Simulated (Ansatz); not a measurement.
# C2H11NO3Si2: the cost of one run

Method: RHF/6-31G*, in Ansatz 0.2.0.

## Step 1: Starting point

Bond lengths (14 of 18 bonds, heavy atoms first): Si1–N2 1.820 Å, Si1–O5 1.680 Å, O5–Si6 1.680 Å, Si1–O10 1.679 Å, O10–C11 1.420 Å, Si1–O15 1.679 Å, O15–C16 1.420 Å, N2–H3 1.060 Å, N2–H4 1.060 Å, Si6–H7 1.460 Å, Si6–H8 1.460 Å, Si6–H9 1.460 Å, C11–H12 1.110 Å, C11–H13 1.110 Å. Angles (14 of 30 angles, heavy atoms first): N2–Si1–O5 109.4°, N2–Si1–O10 109.5°, N2–Si1–O15 109.5°, O5–Si1–O10 109.5°, O5–Si1–O15 109.5°, O10–Si1–O15 109.5°, Si1–O5–Si6 125.0°, Si1–O10–C11 125.0°, Si1–O15–C16 125.0°, Si1–N2–H3 120.0°, Si1–N2–H4 120.0°, O5–Si6–H7 109.5°, O5–Si6–H8 109.5°, O5–Si6–H9 109.5°.

Coordinates:

```xyz
19

Si    0.0000    0.0000    0.0000
N     0.0000    0.0000    1.8200
H    -0.8770   -0.2713    2.3500
H     0.8770    0.2713    2.3500
O     1.5842    0.0000   -0.5594
Si    2.4906   -1.3762   -0.8866
H     1.6598   -2.3521   -1.5857
H     3.6318   -1.0202   -1.7249
H     2.9691   -1.9538    0.3660
O    -0.7913    1.3709   -0.5594
C    -2.1512    1.4177   -0.9653
H    -2.7687    0.8215   -0.2614
H    -2.5023    2.4707   -0.9639
H    -2.2473    0.9975   -1.9882
O    -0.7913   -1.3709   -0.5594
C    -1.5365   -2.2685    0.2501
H    -1.2251   -2.1576    1.3097
H    -2.6187   -2.0400    0.1571
H    -1.3490   -3.3106   -0.0830
```

## Step 2: Relaxing the start

File input.yaml:

```yaml
crystal:
  periodic: [false, false, false]
  atoms:
    - { symbol: Si, position_ang: [0.0, 0.0, 0.0] }
    - { symbol: "N", position_ang: [0.0, 0.0, 1.82] }
    - { symbol: H, position_ang: [-0.877, -0.2713, 2.35] }
    - { symbol: H, position_ang: [0.877, 0.2713, 2.35] }
    - { symbol: O, position_ang: [1.5842, 0.0, -0.5594] }
    - { symbol: Si, position_ang: [2.4906, -1.3762, -0.8866] }
    - { symbol: H, position_ang: [1.6598, -2.3521, -1.5857] }
    - { symbol: H, position_ang: [3.6318, -1.0202, -1.7249] }
    - { symbol: H, position_ang: [2.9691, -1.9538, 0.366] }
    - { symbol: O, position_ang: [-0.7913, 1.3709, -0.5594] }
    - { symbol: C, position_ang: [-2.1512, 1.4177, -0.9653] }
    - { symbol: H, position_ang: [-2.7687, 0.8215, -0.2614] }
    - { symbol: H, position_ang: [-2.5023, 2.4707, -0.9639] }
    - { symbol: H, position_ang: [-2.2473, 0.9975, -1.9882] }
    - { symbol: O, position_ang: [-0.7913, -1.3709, -0.5594] }
    - { symbol: C, position_ang: [-1.5365, -2.2685, 0.2501] }
    - { symbol: H, position_ang: [-1.2251, -2.1576, 1.3097] }
    - { symbol: H, position_ang: [-2.6187, -2.04, 0.1571] }
    - { symbol: H, position_ang: [-1.349, -3.3106, -0.083] }
basis:
  gaussian: { orbitals: "6-31G*" }
hamiltonian:
  xc: hf
relax:
  f_tol: 0.02
  max_steps: 40
output:
  orbitals: {}
```

Command:

```console
> ansatz run input.yaml --threads 4 --pin off --max-ram 5120MiB --backend cpu --events-out ev --progress --plain --runs-dir out
```

What time and memory should one allow on 4 threads of AMD EPYC 9R45 (Zen 5), shared host?

About 48 s, with a peak of 0.49 GiB.
